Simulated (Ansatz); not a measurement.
**O (fcc type): how the settings move a single-point run**

How sensitive is a single-point run of O (fcc type) to its settings? A reference run comes first, then one run with altered input.

Computed with Ansatz 0.2.0 (reference: DFT, LDA, all-electron PAW with datasets made for the crystal, scalar-relativistic, unless a step's input says otherwise).

## Step 1: The system as given

The structure is cubic, space group Fm-3m (No. 225). Conventional cell: a = 3.066 Å, b = 3.066 Å, c = 3.066 Å, α = 90.00°, β = 90.00°, γ = 90.00°. Around O (site symmetry m-3m) lie 12 O at 2.17 Å.

Coordinates:

```cif
data_structure
_symmetry_space_group_name_H-M 'Fm-3m'
_symmetry_Int_Tables_number 225
_cell_length_a 3.0663
_cell_length_b 3.0663
_cell_length_c 3.0663
_cell_angle_alpha 90.000
_cell_angle_beta 90.000
_cell_angle_gamma 90.000
_cell_volume 28.83
loop_
_atom_site_label
_atom_site_type_symbol
_atom_site_symmetry_multiplicity
_atom_site_Wyckoff_symbol
_atom_site_fract_x
_atom_site_fract_y
_atom_site_fract_z
_atom_site_occupancy
O1 O 4 a 0.00000 0.00000 0.00000 1
```

## Step 2: Reference

The input, input.yaml:

```yaml
crystal:
  lattice:
    - [0.0, 1.5331299426, 1.5331299426]
    - [1.5331299426, 0.0, 1.5331299426]
    - [1.5331299426, 1.5331299426, 0.0]
  atoms:
    - { symbol: O, position: [0.0, 0.0, 0.0] }
kpoints:
  mp_grid: { grid: [18, 18, 18] }
scf:
  occupations: { method: fermi_dirac, width: 0.08 }
hamiltonian:
  xc: lda
  pseudopotentials: { kind: all_electron, datasets: crystal }
output:
  forces: true
  stress: true
  eigenvalues: true
```

Started as:

```sh
$ ansatz run input.yaml --threads 1 --pin off --max-ram 2048MiB --backend cpu --events-out ev --progress --plain --runs-dir out
```

## Step 3: Changing settings: dr2_threshold 1.0e-09

input.yaml, as its differences from that of step 2:

```diff
@@ -11,2 +11,3 @@
   occupations: { method: fermi_dirac, width: 0.08 }
+  convergence: { dr2_threshold: 1.0e-09 }
 hamiltonian:
```

What does the calculation give? Wanted: for each run, ending; energy change; pressure; gap; force.

**Answer**, as computed:

```csv
run,ending,energy change,pressure (GPa),gap (eV),force (eV/Å),cycles,time
reference,converged,0,0.1,0.00,0.00,6,4.4 s
1: dr2_threshold 1.0e-09,converged,0.0 meV/atom,0.1,0.00,0.00,6,4.6 s
```

Residual by cycle in the longest SCF loop of each run; runs are numbered as in the table. The quantity is the density residual dr2, in eV.

```csv
cycle,reference,run 1
1,0.00547,0.00547
2,1.9e-4,1.9e-4
3,6.0e-5,6.0e-5
4,1.1e-6,1.1e-6
5,1.1e-7,1.1e-7
6,1.1e-10,1.2e-10
```

Energy and cycle count are those of the reference, so the change (convergence setting) left the result and the number of cycles as they were. Semilocal functionals close small gaps, so the missing gap need not be the real solid's.
